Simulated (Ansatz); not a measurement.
# Sc2GaN3: the cost of one run

Method: DFT PBE, scalar-relativistic, plane waves, PAW, in Ansatz 0.2.0.

2 further runs of the same task are left out: 1 that didn't finish, 1 set aside as unsound or not needed.

## Step 1: The system as given

Symmetry: P6/mmm, No. 191, hexagonal system. Conventional cell: a = 4.044 Å, b = 4.044 Å, c = 6.358 Å, α = 90.00°, β = 90.00°, γ = 120.00°. Sc (site symmetry 6mm) has 1 Ga at 1.98 Å as nearest neighbours. Ga (site symmetry 6/mmm) is surrounded by 2 Sc at 1.98 Å. N (site symmetry mmm) has 4 N at 2.02 Å as nearest neighbours.

Coordinates:

```cif
data_structure
_symmetry_space_group_name_H-M 'P 1'
_symmetry_Int_Tables_number 1
_cell_length_a 4.0444
_cell_length_b 4.0444
_cell_length_c 6.3577
_cell_angle_alpha 90.000
_cell_angle_beta 90.000
_cell_angle_gamma 120.000
_cell_volume 90.06
loop_
_atom_site_label
_atom_site_type_symbol
_atom_site_fract_x
_atom_site_fract_y
_atom_site_fract_z
_atom_site_occupancy
Sc1 Sc 0.00000 0.00000 0.18855 1
Sc2 Sc 0.00000 0.00000 0.81145 1
Ga1 Ga 0.00000 0.00000 0.50000 1
N1 N 0.50000 0.00000 0.00000 1
N2 N 0.00000 0.50000 0.00000 1
N3 N 0.50000 0.50000 0.00000 1
```

Recipe of the guess: random cell by space group and Wyckoff sites (P6/mmm, No. 191). Its size is a rough estimate.

## Step 2: Probe: one point on a coarse mesh

Contents of input.yaml:

```yaml
crystal:
  lattice:
    - [4.04440431, 0.0, 0.0]
    - [-2.02220216, 3.50255688, 0.0]
    - [0.0, 0.0, 6.3577346]
  atoms:
    - { symbol: Sc, position: [0.0, 0.0, 0.1885475] }
    - { symbol: Sc, position: [0.0, 0.0, 0.8114525] }
    - { symbol: Ga, position: [0.0, 0.0, 0.5] }
    - { symbol: "N", position: [0.5, 0.0, 0.0] }
    - { symbol: "N", position: [0.0, 0.5, 0.0] }
    - { symbol: "N", position: [0.5, 0.5, 0.0] }
basis:
  ecutwfc: 420
kpoints:
  mp_grid: { grid: [6, 6, 4] }
hamiltonian:
  xc: pbe
scf:
  occupations: { method: gaussian, width: 0.1 }
  lower_state_search: "off"
output:
  forces: true
  stress: true
  eigenvalues: true
```

Started as:

```console
$ ansatz run input.yaml --threads 1 --pin off --max-ram 2560MiB --backend cpu --events-out ev --progress --plain --runs-dir out
```

Q: Estimate wall time and peak memory on 1 thread of Arm Neoverse V2, shared host.

About 4.4 s, with a peak of 0.37 GiB.
